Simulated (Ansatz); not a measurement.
# Si53N: the cost of one run

Program: Ansatz 0.2.0. Level of theory: DFT, PBE, plane-wave PAW, default files, scalar-relativistic, as far as a step names no other. These are calculated values, not measurements.

The COD entry's cell or inner coordinates are ideal or old and differ from later refinements, so a difference from it is no clean test against experiment.

## 1. The structure to begin with

The structure is cubic, space group F-43m (No. 216). Conventional cell: a = 16.281 Å, b = 16.281 Å, c = 16.281 Å, α = 90.00°, β = 90.00°, γ = 90.00°. Around N (site symmetry -43m) lie 4 Si at 2.35 Å. Around Si (site symmetry m) lie 4 Si at 2.35 Å. Si (site symmetry 3m) has 4 Si at 2.35 Å as nearest neighbours. Around Si (site symmetry 2mm) lie 4 Si at 2.35 Å. Around Si (site symmetry 3m) lie 1 N at 2.35 Å and 3 Si at 2.35 Å. Only part of the 10 independent sites is listed.

As a file:

```cif
data_structure
_symmetry_space_group_name_H-M 'F-43m'
_symmetry_Int_Tables_number 216
_cell_length_a 16.2814
_cell_length_b 16.2814
_cell_length_c 16.2814
_cell_angle_alpha 90.000
_cell_angle_beta 90.000
_cell_angle_gamma 90.000
_cell_volume 4315.91
loop_
_atom_site_label
_atom_site_type_symbol
_atom_site_symmetry_multiplicity
_atom_site_Wyckoff_symbol
_atom_site_fract_x
_atom_site_fract_y
_atom_site_fract_z
_atom_site_occupancy
N1 N 4 d 0.25000 0.25000 0.75000 1
Si1 Si 48 h 0.41667 0.25000 0.91667 1
Si2 Si 16 e 0.58333 0.08333 0.91667 1
Si3 Si 16 e 0.41667 0.41667 0.08333 1
Si4 Si 24 g 0.25000 0.41667 0.25000 1
Si5 Si 16 e 0.16667 0.33333 0.66667 1
Si6 Si 24 f 0.50000 0.33333 0.00000 1
Si7 Si 48 h 0.50000 0.16667 0.83333 1
Si8 Si 4 b 0.50000 0.00000 0.00000 1
Si9 Si 16 e 0.33333 0.33333 0.16667 1
```

Atom 1 of the input is the impurity.

## 2. Gradients at the starting positions

File input.yaml:

```yaml
crystal:
  lattice:
    - [0.0, 8.14068, 8.14068]
    - [8.14068, 0.0, 8.14068]
    - [8.14068, 8.14068, 0.0]
  atoms:
    - { symbol: "N", position: [0.25, 0.25, 0.25] }
    - { symbol: Si, position: [0.25, 0.25, 0.5833333333] }
    - { symbol: Si, position: [0.25, 0.25, 0.9166666667] }
    - { symbol: Si, position: [0.25, 0.5833333333, 0.25] }
    - { symbol: Si, position: [0.25, 0.5833333333, 0.5833333333] }
    - { symbol: Si, position: [0.25, 0.5833333333, 0.9166666667] }
    - { symbol: Si, position: [0.25, 0.9166666667, 0.25] }
    - { symbol: Si, position: [0.25, 0.9166666667, 0.5833333333] }
    - { symbol: Si, position: [0.25, 0.9166666667, 0.9166666667] }
    - { symbol: Si, position: [0.5833333333, 0.25, 0.25] }
    - { symbol: Si, position: [0.5833333333, 0.25, 0.5833333333] }
    - { symbol: Si, position: [0.5833333333, 0.25, 0.9166666667] }
    - { symbol: Si, position: [0.5833333333, 0.5833333333, 0.25] }
    - { symbol: Si, position: [0.5833333333, 0.5833333333, 0.5833333333] }
    - { symbol: Si, position: [0.5833333333, 0.5833333333, 0.9166666667] }
    - { symbol: Si, position: [0.5833333333, 0.9166666667, 0.25] }
    - { symbol: Si, position: [0.5833333333, 0.9166666667, 0.5833333333] }
    - { symbol: Si, position: [0.5833333333, 0.9166666667, 0.9166666667] }
    - { symbol: Si, position: [0.9166666667, 0.25, 0.25] }
    - { symbol: Si, position: [0.9166666667, 0.25, 0.5833333333] }
    - { symbol: Si, position: [0.9166666667, 0.25, 0.9166666667] }
    - { symbol: Si, position: [0.9166666667, 0.5833333333, 0.25] }
    - { symbol: Si, position: [0.9166666667, 0.5833333333, 0.5833333333] }
    - { symbol: Si, position: [0.9166666667, 0.5833333333, 0.9166666667] }
    - { symbol: Si, position: [0.9166666667, 0.9166666667, 0.25] }
    - { symbol: Si, position: [0.9166666667, 0.9166666667, 0.5833333333] }
    - { symbol: Si, position: [0.9166666667, 0.9166666667, 0.9166666667] }
    - { symbol: Si, position: [0.1666666667, 0.1666666667, 0.1666666667] }
    - { symbol: Si, position: [0.1666666667, 0.1666666667, 0.5] }
    - { symbol: Si, position: [0.1666666667, 0.1666666667, 0.8333333333] }
    - { symbol: Si, position: [0.1666666667, 0.5, 0.1666666667] }
    - { symbol: Si, position: [0.1666666667, 0.5, 0.5] }
    - { symbol: Si, position: [0.1666666667, 0.5, 0.8333333333] }
    - { symbol: Si, position: [0.1666666667, 0.8333333333, 0.1666666667] }
    - { symbol: Si, position: [0.1666666667, 0.8333333333, 0.5] }
    - { symbol: Si, position: [0.1666666667, 0.8333333333, 0.8333333333] }
    - { symbol: Si, position: [0.5, 0.1666666667, 0.1666666667] }
    - { symbol: Si, position: [0.5, 0.1666666667, 0.5] }
    - { symbol: Si, position: [0.5, 0.1666666667, 0.8333333333] }
    - { symbol: Si, position: [0.5, 0.5, 0.1666666667] }
    - { symbol: Si, position: [0.5, 0.5, 0.5] }
    - { symbol: Si, position: [0.5, 0.5, 0.8333333333] }
    - { symbol: Si, position: [0.5, 0.8333333333, 0.1666666667] }
    - { symbol: Si, position: [0.5, 0.8333333333, 0.5] }
    - { symbol: Si, position: [0.5, 0.8333333333, 0.8333333333] }
    - { symbol: Si, position: [0.8333333333, 0.1666666667, 0.1666666667] }
    - { symbol: Si, position: [0.8333333333, 0.1666666667, 0.5] }
    - { symbol: Si, position: [0.8333333333, 0.1666666667, 0.8333333333] }
    - { symbol: Si, position: [0.8333333333, 0.5, 0.1666666667] }
    - { symbol: Si, position: [0.8333333333, 0.5, 0.5] }
    - { symbol: Si, position: [0.8333333333, 0.5, 0.8333333333] }
    - { symbol: Si, position: [0.8333333333, 0.8333333333, 0.1666666667] }
    - { symbol: Si, position: [0.8333333333, 0.8333333333, 0.5] }
    - { symbol: Si, position: [0.8333333333, 0.8333333333, 0.8333333333] }
total_charge: 1
kpoints:
  mp_grid: { grid: [2, 2, 2] }
scf:
  occupations: { method: fermi_dirac, width: 0.01 }
hamiltonian:
  xc: pbe
  pseudopotentials: { kind: paw }
output:
  forces: true
  stress: true
  populations: true
  efg:
    quadrupole_moments_barn: { "N": 0.02044 }
    contact_densities: true
  write_density: true
  write_potential: true
  elf: true
  volumetric_format: npy
```

The run is started by

```
$ ansatz run input.yaml --threads 1 --pin off --max-ram 3072MiB --backend cpu --events-out ev --progress --plain --runs-dir out
```

What time and memory should one allow on 1 thread of Arm Neoverse V2, shared host?

About 54 s, with a peak of 1.6 GiB.
